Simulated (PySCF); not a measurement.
# Hf(SH)4: forces at shaken geometries

How stiff is Hf(SH)4? Its atoms are displaced at random by several amounts. It is a constructed species; whether it can be made isn't addressed.

The runs use PySCF 2.14.0; r2SCAN, Hf def2-SVP with ECP60, S def2-SVP, H def2-SVP; scalar-relativistic core potentials, no spin–orbit coupling.

3 further runs of the same task are left out: 2 for a known fault of the program, 1 set aside as unsound or not needed.

## 1. The system as given

9 atoms, charge 0, spin multiplicity 1.

Bond lengths: Hf1–S2 2.436 Å, Hf1–S4 2.436 Å, Hf1–S6 2.436 Å, Hf1–S8 2.436 Å, S2–H3 1.359 Å, S4–H5 1.359 Å, S6–H7 1.359 Å, S8–H9 1.359 Å. Angles: S2–Hf1–S4 110.5°, S2–Hf1–S6 108.9°, S2–Hf1–S8 108.9°, S4–Hf1–S6 108.9°, S4–Hf1–S8 108.9°, S6–Hf1–S8 110.5°, Hf1–S2–H3 90.3°, Hf1–S4–H5 90.3°, Hf1–S6–H7 90.3°, Hf1–S8–H9 90.3°.

As a file:

```
Hf    0.0000    0.0000    0.0000
S     1.3432    1.4849    1.3881
H     1.7652    0.4258    2.1268
S    -1.3432   -1.4849    1.3881
H    -1.7652   -0.4258    2.1268
S     1.4850   -1.3432   -1.3881
H     0.4258   -1.7653   -2.1268
S    -1.4850    1.3432   -1.3881
H    -0.4258    1.7653   -2.1268
```

Formal oxidation states: Hf +4. An earlier session relaxed this geometry at r2SCAN, Hf def2-SVP with ECP60, S def2-SVP, H def2-SVP (singlet, point group S4).

Its energy there is -1642.812863 Eh.

## 2. Atoms moved at random, σ = 0.06 Å

Contents of run.py (the lines that set the calculation):

```python
mol = gto.M(atom='''
Hf    -0.01755     0.09988     0.00450
S      1.30248     1.47280     1.48522
H      1.79379     0.43825     2.20655
S     -1.37069    -1.41608     1.34578
H     -1.70308    -0.43620     2.07684
S      1.49075    -1.44724    -1.39656
H      0.50616    -1.79114    -2.13010
S     -1.49787     1.33514    -1.42874
H     -0.50400     1.74460    -2.16347''',
    basis={'Hf': 'def2-SVP', 'S': 'def2-SVP', 'H': 'def2-SVP'},
    ecp={'Hf': 'def2-SVP'},
    charge=0, spin=0)
mf = dft.RKS(mol, xc='R2SCAN')
mf.grids.atom_grid = (50, 194)
mf = mf.density_fit()  # fitting sets: Hf def2-universal-JKFIT, S def2-universal-JKFIT, H def2-universal-JKFIT
mf.conv_tol = 1e-08; mf.max_cycle = 55
mf.kernel(dm0)  # dm0: the density of the relaxed state
```

Started as:

```
> OMP_NUM_THREADS=2 python run.py
```

The program printed:

```text
init E= -1642.84680120239
  HOMO = -0.245938662390306  LUMO = -0.100301981827046  gap/eV = 3.96298
cycle= 1 E= -1642.79443402775  delta_E= 0.0524  |g|= 0.0864  |ddm|= 0.385
  HOMO = -0.231594057163596  LUMO = -0.11108969110238  gap/eV = 3.27909
cycle= 2 E= -1642.78950865556  delta_E= 0.00493  |g|= 0.143  |ddm|= 0.348
  HOMO = -0.250107745093831  LUMO = -0.109317030650817  gap/eV = 3.83111
cycle= 3 E= -1642.79727014562  delta_E= -0.00776  |g|= 0.0224  |ddm|= 0.229
  HOMO = -0.249003349593364  LUMO = -0.111349430777553  gap/eV = 3.74575
cycle= 4 E= -1642.79738209081  delta_E= -0.000112  |g|= 0.0136  |ddm|= 0.043
  HOMO = -0.248734362754903  LUMO = -0.110001683665094  gap/eV = 3.77511
cycle= 5 E= -1642.79744479867  delta_E= -6.27e-05  |g|= 0.00231  |ddm|= 0.0184
  HOMO = -0.248924087967851  LUMO = -0.110009676165358  gap/eV = 3.78005
cycle= 6 E= -1642.79744680131  delta_E= -2e-06  |g|= 0.000463  |ddm|= 0.00377
  HOMO = -0.248924258789067  LUMO = -0.110041661551207  gap/eV = 3.77919
cycle= 7 E= -1642.79744687265  delta_E= -7.13e-08  |g|= 0.000146  |ddm|= 0.000868
  HOMO = -0.248929650605133  LUMO = -0.110043904310162  gap/eV = 3.77927
cycle= 8 E= -1642.79744687974  delta_E= -7.09e-09  |g|= 5.47e-05  |ddm|= 0.000287
  HOMO = -0.248914606478461  LUMO = -0.110040422524092  gap/eV = 3.77896
Extra cycle  E= -1642.79744687791  delta_E= 1.84e-09  |g|= 8.79e-05  |ddm|= 0.000218
converged SCF energy = -1642.79744687791
```

It took 8.9 s on 2 threads of Arm Neoverse V1, shared host.

Read off: E = -1642.797447 Eh (+0.419 eV from the relaxed state), HOMO -6.77 eV, LUMO -2.99 eV, Mulliken charge on Hf1 +0.69 e, largest force component 2.249 eV/Å. 

```csv
atom,Fx,Fy,Fz (eV/Å)
Hf1,0.934,-1.748,-0.618
S2,0.174,0.482,0.129
H3,-0.041,-0.135,-0.027
S4,0.808,-2.092,-1.748
H5,-0.834,2.249,1.769
S6,1.207,1.597,2.210
H7,-1.998,-0.697,-1.503
S8,-1.524,-0.196,0.710
H9,1.274,0.540,-0.922
```

## 3. Atoms moved at random, σ = 0.1 Å

Contents of run.py (the lines that set the calculation):

```python
mol = gto.M(atom='''
Hf    -0.12318     0.03228    -0.05598
S      1.38196     1.41711     1.46397
H      1.79690     0.43935     2.19714
S     -1.42582    -1.47679     1.41653
H     -1.70837    -0.42708     2.31277
S      1.51466    -1.25324    -1.39196
H      0.50312    -1.71948    -2.20714
S     -1.49879     1.25622    -1.53233
H     -0.44049     1.73164    -2.20299''',
    basis={'Hf': 'def2-SVP', 'S': 'def2-SVP', 'H': 'def2-SVP'},
    ecp={'Hf': 'def2-SVP'},
    charge=0, spin=0)
mf = dft.RKS(mol, xc='R2SCAN')
mf.grids.atom_grid = (50, 194)
mf = mf.density_fit()  # fitting sets: Hf def2-universal-JKFIT, S def2-universal-JKFIT, H def2-universal-JKFIT
mf.conv_tol = 1e-08; mf.max_cycle = 55
mf.kernel(dm0)  # dm0: the density of the relaxed state
```

Started as:

```
> OMP_NUM_THREADS=2 python run.py
```

The program printed:

```text
init E= -1642.77208187564
  HOMO = -0.269919174380376  LUMO = -0.127641370676143  gap/eV = 3.87158
cycle= 1 E= -1642.79921616156  delta_E= -0.0271  |g|= 0.0777  |ddm|= 0.452
  HOMO = -0.240339479925692  LUMO = -0.107620203017283  gap/eV = 3.61148
cycle= 2 E= -1642.79734882331  delta_E= 0.00187  |g|= 0.106  |ddm|= 0.285
  HOMO = -0.250289873662168  LUMO = -0.11363854128185  gap/eV = 3.71847
cycle= 3 E= -1642.80155415379  delta_E= -0.00421  |g|= 0.0218  |ddm|= 0.176
  HOMO = -0.250379853573542  LUMO = -0.111760782083717  gap/eV = 3.77202
cycle= 4 E= -1642.80166078697  delta_E= -0.000107  |g|= 0.0127  |ddm|= 0.0397
  HOMO = -0.250272306969816  LUMO = -0.112926587605236  gap/eV = 3.73737
cycle= 5 E= -1642.80171336722  delta_E= -5.26e-05  |g|= 0.00305  |ddm|= 0.0186
  HOMO = -0.250408463273859  LUMO = -0.112752198961245  gap/eV = 3.74582
cycle= 6 E= -1642.80171690522  delta_E= -3.54e-06  |g|= 0.00057  |ddm|= 0.00492
  HOMO = -0.250425362548078  LUMO = -0.112770172181902  gap/eV = 3.74579
cycle= 7 E= -1642.80171700022  delta_E= -9.5e-08  |g|= 0.000152  |ddm|= 0.000864
  HOMO = -0.250413851088242  LUMO = -0.112772906894991  gap/eV = 3.74540
cycle= 8 E= -1642.80171700788  delta_E= -7.66e-09  |g|= 7.2e-05  |ddm|= 0.000325
  HOMO = -0.250422147608326  LUMO = -0.112773381413081  gap/eV = 3.74561
Extra cycle  E= -1642.80171700417  delta_E= 3.71e-09  |g|= 0.000122  |ddm|= 0.000284
converged SCF energy = -1642.80171700417
```

It took 8.8 s on 2 threads of Arm Neoverse V1, shared host.

Result: E = -1642.801717 Eh (+0.303 eV from the relaxed state), HOMO -6.81 eV, LUMO -3.07 eV, Mulliken charge on Hf1 +0.70 e, largest force component 1.865 eV/Å. 

```csv
atom,Fx,Fy,Fz (eV/Å)
Hf1,1.805,-0.725,1.679
S2,-1.341,1.203,-1.865
H3,0.525,-1.599,1.030
S4,-0.077,1.061,0.338
H5,0.245,-0.802,-0.790
S6,-0.855,0.033,-0.057
H7,0.400,0.166,0.275
S8,-1.110,0.518,-0.383
H9,0.408,0.145,-0.226
```

## 4. Atoms moved at random, σ = 0.03 Å

Contents of run.py (the lines that set the calculation):

```python
mol = gto.M(atom='''
Hf    -0.03265    -0.01188    -0.02109
S      1.35223     1.48560     1.37098
H      1.75405     0.39269     2.14673
S     -1.31906    -1.42152     1.38188
H     -1.77120    -0.43980     2.10085
S      1.49708    -1.33908    -1.32384
H      0.42749    -1.80032    -2.16341
S     -1.50138     1.38358    -1.38973
H     -0.40655     1.75073    -2.10237''',
    basis={'Hf': 'def2-SVP', 'S': 'def2-SVP', 'H': 'def2-SVP'},
    ecp={'Hf': 'def2-SVP'},
    charge=0, spin=0)
mf = dft.RKS(mol, xc='R2SCAN')
mf.grids.atom_grid = (50, 194)
mf = mf.density_fit()  # fitting sets: Hf def2-universal-JKFIT, S def2-universal-JKFIT, H def2-universal-JKFIT
mf.conv_tol = 1e-08; mf.max_cycle = 55
mf.kernel(dm0)  # dm0: the density of the relaxed state
```

Started as:

```
> OMP_NUM_THREADS=2 python run.py
```

The program printed:

```text
init E= -1642.79905577482
  HOMO = -0.256773248239392  LUMO = -0.108196772977779  gap/eV = 4.04297
cycle= 1 E= -1642.8035634521  delta_E= -0.00451  |g|= 0.0727  |ddm|= 0.257
  HOMO = -0.249300429515234  LUMO = -0.100237266720132  gap/eV = 4.05622
cycle= 2 E= -1642.80104774904  delta_E= 0.00252  |g|= 0.111  |ddm|= 0.282
  HOMO = -0.255071119052434  LUMO = -0.10523962045853  gap/eV = 4.07712
cycle= 3 E= -1642.80569224976  delta_E= -0.00464  |g|= 0.0206  |ddm|= 0.173
  HOMO = -0.254839404316892  LUMO = -0.103229432684053  gap/eV = 4.12552
cycle= 4 E= -1642.80580449286  delta_E= -0.000112  |g|= 0.0102  |ddm|= 0.0359
  HOMO = -0.25490679632701  LUMO = -0.104159496007859  gap/eV = 4.10204
cycle= 5 E= -1642.80583746045  delta_E= -3.3e-05  |g|= 0.00247  |ddm|= 0.0144
  HOMO = -0.255069176595705  LUMO = -0.104106364943887  gap/eV = 4.10791
cycle= 6 E= -1642.80583967665  delta_E= -2.22e-06  |g|= 0.000438  |ddm|= 0.00364
  HOMO = -0.255019427291481  LUMO = -0.104099545861473  gap/eV = 4.10674
cycle= 7 E= -1642.80583972769  delta_E= -5.1e-08  |g|= 0.000153  |ddm|= 0.000754
  HOMO = -0.255033452042228  LUMO = -0.104097714053327  gap/eV = 4.10717
cycle= 8 E= -1642.80583973572  delta_E= -8.03e-09  |g|= 5.26e-05  |ddm|= 0.000296
  HOMO = -0.255025100079925  LUMO = -0.104100534884516  gap/eV = 4.10687
Extra cycle  E= -1642.80583973395  delta_E= 1.76e-09  |g|= 8.54e-05  |ddm|= 0.000211
converged SCF energy = -1642.80583973395
```

It took 8.5 s on 2 threads of Arm Neoverse V1, shared host.

Read off: E = -1642.805840 Eh (+0.191 eV from the relaxed state), HOMO -6.94 eV, LUMO -2.83 eV, Mulliken charge on Hf1 +0.65 e, largest force component 2.004 eV/Å. 

```csv
atom,Fx,Fy,Fz (eV/Å)
Hf1,0.518,1.185,-0.033
S2,0.039,-0.971,0.315
H3,-0.268,0.724,-0.524
S4,0.049,-2.004,-0.420
H5,-0.589,1.373,0.938
S6,-0.971,-0.772,-1.199
H7,1.163,0.526,0.951
S8,0.032,-0.099,0.029
H9,0.027,0.038,-0.057
```

## 5. The displacements side by side

| σ (Å) | energy rise (eV) | harmonic estimate −½ F·u (eV) | largest force component (eV/Å) |
| --- | --- | --- | --- |
| 0.06 | 0.419 | 0.428 | 2.25 |
| 0.1 | 0.303 | 0.314 | 1.87 |
| 0.03 | 0.191 | 0.190 | 2.00 |

Every displacement raises the energy. For a harmonic well the rise equals −½ F·u; the two differ by at most 4 % here (a move with σ = 0.1 Å), from anharmonicity, the grid and the small forces left at the relaxed point. These are double-zeta-type bases without diffuse functions. Spin–orbit coupling is left out.
